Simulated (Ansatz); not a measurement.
The system is MoN2.

```
Mo N
1.0
     4.34805    0.00000    0.00000
     0.00000    4.34805    0.00000
     0.00000    0.00000    2.76746
Mo N
2 4
Direct
  0.00000 0.00000 0.00000
  0.50000 0.50000 0.00000
  0.61165 0.88835 0.50000
  0.38835 0.11165 0.50000
  0.11165 0.61165 0.50000
  0.88835 0.38835 0.50000
```

Measurements of this composition are mostly on another form, of space group No. 160.

* Program: Ansatz 0.2.0
* Task: single point
* Functional: PBE
* Potentials or basis: Ansatz PAW
* Cutoff: 420 eV (not typed: the program's choice for these potentials)
* k mesh: 6 × 6 × 10
* Occupations: fermi-dirac, width 0.05 eV
* Spin: no spin polarisation

On this cell: pressure -3.8 GPa; largest force 0.071 eV/Å; band gap on the k mesh none (metal or under the smearing width).

The same run follows on a disturbed copy (atoms moved at random, drawn with an rms of 0.05 Å):

```
Mo N
1.0
     4.34805    0.00000    0.00000
     0.00000    4.34805    0.00000
     0.00000    0.00000    2.76746
Mo N
2 4
Direct
  0.00546 0.01441 0.98945
  0.50382 0.50326 0.99801
  0.61578 0.88571 0.49528
  0.38349 0.11590 0.49763
  0.10695 0.61302 0.50859
  0.87787 0.38940 0.48793
```

Question: What does the disturbed cell give?

Answer: The energy (extrapolated to zero smearing) moves by +19.8 meV/atom; pressure -4.6 GPa; largest force 1.429 eV/Å; band gap on the k mesh none (metal or under the smearing width).

Forces in eV/Å, atoms in the order of the input:
```
Mo  -0.455 -1.148  0.071
Mo  -0.997 -0.054 -0.045
N   -0.843  0.820  0.060
N    0.810 -0.641 -0.094
N    0.321  0.360 -0.488
N    1.164  0.664  0.497
```

Stress tensor (GPa, compression positive):
```
-4.99  0.25 -0.19
 0.25 -4.51 -0.34
-0.19 -0.34 -4.28
```
